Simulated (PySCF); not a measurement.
# Br2Tl (Tl(Br)2+): the cost of one run

Method: several levels, as the steps say, no spin–orbit coupling; program: PySCF 2.14.0.

1 further run of the same task is left out (for a known fault of the program).

**1. The starting structure**

3 atoms, charge 1, spin multiplicity 1.

Bond lengths: Tl1–Br2 2.430 Å, Tl1–Br3 2.430 Å. Angles: Br2–Tl1–Br3 180.0°.

As a file:

```xyz
3
charge 1, multiplicity 1
Tl    0.00000    0.00000    0.24173
Br    2.43004    0.00000    0.24211
Br   -2.43004    0.00000    0.24211
```

Formal oxidation states: Tl +3. An earlier session relaxed this geometry at PBE0, Tl def2-SVP with ECP60, Br def2-SVP (singlet, point group D∞h).

At PBE0 on the finer grid: E = -5319.371493 Eh, HOMO -14.15 eV, LUMO -9.70 eV, Mulliken charge on Tl1 +0.78 e, largest force component 0.007 eV/Å. 

Levels to run: HF; CAM-B3LYP; PBE0, TZVP. Hardware: 2 threads of Arm Neoverse V1, shared host.

**2. HF**

Input file run.py (the lines that set the calculation):

```python
mol = gto.M(atom='''
Tl     0.00000     0.00000     0.24173
Br     2.43004     0.00000     0.24211
Br    -2.43004     0.00000     0.24211''',
    basis={'Tl': 'def2-SVP', 'Br': 'def2-SVP'},
    ecp={'Tl': 'def2-SVP'},
    charge=1, spin=0)
mf = scf.RHF(mol)
mf = mf.density_fit()  # fitting sets: Tl def2-universal-JKFIT, Br def2-universal-JKFIT
mf.conv_tol = 1e-08; mf.max_cycle = 55
mf.kernel(dm0)  # dm0: the density of the relaxed state
```

On the command line:

```bash
> OMP_NUM_THREADS=2 python run.py
```

**Question.** How long does this run take on 2 threads of Arm Neoverse V1, shared host?

About 2.4 s.
